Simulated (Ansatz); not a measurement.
# CHBrF− (SMILES F[CH-]Br): single points off equilibrium

One table from this session's results is given with a row withheld; the runs are named, their logs left out.

Computed with Ansatz 0.2.0, Gaussian basis. Level: single points in def2-TZVPPD.

Correlated methods freeze the cores. Filled d shells of the heavier atoms are correlated.

## Where the work starts

SMILES `F[CH-]Br`, 4 atoms, charge -1, spin multiplicity 1.

Atoms are counted from 1 here; the program's logs count them from 0.

Bond lengths: F1–C2 1.430 Å, C2–Br3 2.069 Å, C2–H4 1.148 Å. Angles: F1–C2–Br3 104.6°, F1–C2–H4 99.8°, Br3–C2–H4 101.5°.

Geometry (Å):

```xyz
4
charge -1, multiplicity 1
F    -0.2850   -1.0100    0.8600
C     0.3352   -0.3484   -0.2452
Br   -1.0825    1.0050   -0.9067
H     1.0607    0.3385    0.3195
```

Set-up of the first run:

run/in.yaml

```yaml
crystal:
  periodic: [false, false, false]
  atoms:
    - {symbol: F, position_ang: [-0.285000, -1.010000, 0.860000]}
    - {symbol: C, position_ang: [0.335200, -0.348400, -0.245200]}
    - {symbol: Br, position_ang: [-1.082500, 1.005000, -0.906700]}
    - {symbol: H, position_ang: [1.060700, 0.338500, 0.319500]}
basis:
  gaussian: {orbitals: "def2-TZVPPD.json"}
total_charge: -1
correlation: {method: ccsd_t}
output: {forces: true}
```

The basis file named in the input lies beside it (Basis Set Exchange, JSON).

No record of the launch command was kept for these runs.

Among the steps run: CCSD(T)/def2-TZVPPD; PBE0-D4/def2-TZVPPD; wB97M-V/def2-TZVPPD; r2SCAN-D4/def2-TZVPPD; PBE-D4/def2-TZVPPD; BLYP-D4/def2-TZVPPD; r2SCANh-D4/def2-TZVPPD.

One of the session's tables, all rows but one given; the rest of the session is left out.

```
    method  RMS force component (eV/Å)  angle to CCSD(T) forces (°)
   CCSD(T)                       0.513                    reference
   PBE0-D4                           ?                            ?
   wB97M-V                       0.541                          8.5
 r2SCAN-D4                       0.515                         10.7
    PBE-D4                       0.474                         18.8
   BLYP-D4                       0.654                         25.7
r2SCANh-D4                       0.513                         12.3
```

Estimate the missing values for PBE0-D4.

**Answer.** RMS force component (eV/Å): 0.472; angle to CCSD(T) forces (°): 18.3. In the column «RMS force component (eV/Å)» it is the lowest.

Caveats from the session: The anion's highest level is positive in at least one run, so there the basis alone may hold the extra electron.
